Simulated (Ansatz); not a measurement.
**C3H9NOZn: small, medium and large basis sets**

One table from this session's results is given with a row withheld; the runs are named, their logs left out.

Method: one geometry, several basis sets; program: Ansatz 0.2.0, Gaussian basis.

Plan: PBE0-D4/def2-SVP; ωB97M-V/def2-SVP; PBE0-D4/def2-QZVPP; ωB97M-V/def2-QZVPP; the functionals' def2-TZVPP values are taken from earlier runs.

### Structure used throughout

The geometry comes from an earlier relaxation with PBE0-D4 in a triple-zeta def2 set; it is a stationary point, not always the lowest conformer.

SMILES `CC(C)[O][Zn][NH2]`, 15 atoms, charge 0, spin multiplicity 1.

Atoms are counted from 1 here; the program's logs count them from 0.

Bond lengths: C1–C2 1.519 Å, C1–H7 1.093 Å, C1–H8 1.098 Å, C1–H9 1.092 Å, C2–C3 1.519 Å, C2–O4 1.402 Å, C2–H10 1.100 Å, C3–H11 1.098 Å, C3–H12 1.093 Å, C3–H13 1.092 Å, O4–Zn5 1.774 Å, Zn5–N6 1.810 Å, N6–H14 1.011 Å, N6–H15 1.011 Å. Angles: C2–C1–H7 111.7°, C2–C1–H8 110.2°, C2–C1–H9 110.3°, H7–C1–H8 107.7°, H7–C1–H9 108.5°, H8–C1–H9 108.3°, C1–C2–C3 111.5°, C1–C2–O4 111.5°, C1–C2–H10 108.0°, C3–C2–O4 111.5°, C3–C2–H10 108.0°, O4–C2–H10 106.1°, C2–C3–H11 110.2°, C2–C3–H12 111.7°, C2–C3–H13 110.3°, H11–C3–H12 107.7°, H11–C3–H13 108.3°, H12–C3–H13 108.5° and more.

As a file:

```xyz
15

C    -0.52718   -1.24247    1.15396
C     0.66149   -0.30889    1.00375
C     1.57854   -0.75380   -0.12249
O     0.25180    1.02142    0.83878
Zn   -0.68778    1.59798   -0.55164
N    -1.63338    2.43659   -1.84790
H    -0.21235   -2.26516    1.37886
H    -1.10747   -1.26942    0.22279
H    -1.18196   -0.89651    1.95601
H     1.23668   -0.33782    1.94137
H     1.02870   -0.77384   -1.07234
H     1.97630   -1.75732    0.05156
H     2.41637   -0.06145   -0.22532
H    -1.20686    2.46907   -2.76342
H    -2.59291    2.14162   -1.96398
```

The first run:

Input file in.yaml:

```yaml
crystal:
  periodic: [false, false, false]
  atoms:
    - {symbol: C, position_ang: [-0.527179, -1.242468, 1.153961]}
    - {symbol: C, position_ang: [0.661491, -0.308895, 1.003752]}
    - {symbol: C, position_ang: [1.578538, -0.753796, -0.122493]}
    - {symbol: O, position_ang: [0.251799, 1.021422, 0.838778]}
    - {symbol: Zn, position_ang: [-0.687783, 1.597979, -0.551638]}
    - {symbol: N, position_ang: [-1.633382, 2.436594, -1.847897]}
    - {symbol: H, position_ang: [-0.212347, -2.265161, 1.378860]}
    - {symbol: H, position_ang: [-1.107469, -1.269419, 0.222794]}
    - {symbol: H, position_ang: [-1.181961, -0.896512, 1.956011]}
    - {symbol: H, position_ang: [1.236676, -0.337822, 1.941370]}
    - {symbol: H, position_ang: [1.028702, -0.773840, -1.072344]}
    - {symbol: H, position_ang: [1.976302, -1.757317, 0.051564]}
    - {symbol: H, position_ang: [2.416370, -0.061448, -0.225324]}
    - {symbol: H, position_ang: [-1.206857, 2.469072, -2.763415]}
    - {symbol: H, position_ang: [-2.592911, 2.141620, -1.963978]}
basis:
  gaussian: {orbitals: def2-SVP}
hamiltonian: {xc: pbe0, dispersion: d4}
output: {orbitals: {seedname: orbitals}}
```

Run with:

```bash
ansatz run in.yaml --threads 4 --pin off --events-out ev --progress --plain --max-ram 11315MiB
```

Steps of the session up to this table: PBE0-D4 in def2-SVP; ωB97M-V in def2-SVP; PBE0-D4 in def2-QZVPP; ωB97M-V in def2-QZVPP.

One table of the session follows, with a row left open; its other results are not shown here.

It belongs to the step «Density functionals: the series». 

| functional | basis | HOMO (eV) |
| --- | --- | --- |
| PBE0-D4 | def2-SVP | ? |
| PBE0-D4 | def2-TZVPP | -7.00 |
| PBE0-D4 | def2-QZVPP | -7.03 |
| ωB97M-V | def2-SVP | -8.89 |
| ωB97M-V | def2-TZVPP | -9.38 |
| ωB97M-V | def2-QZVPP | -9.40 |

Estimate the missing values for PBE0-D4, def2-SVP.

As computed: HOMO (eV): -6.53. In the column «HOMO (eV)» it is the highest.
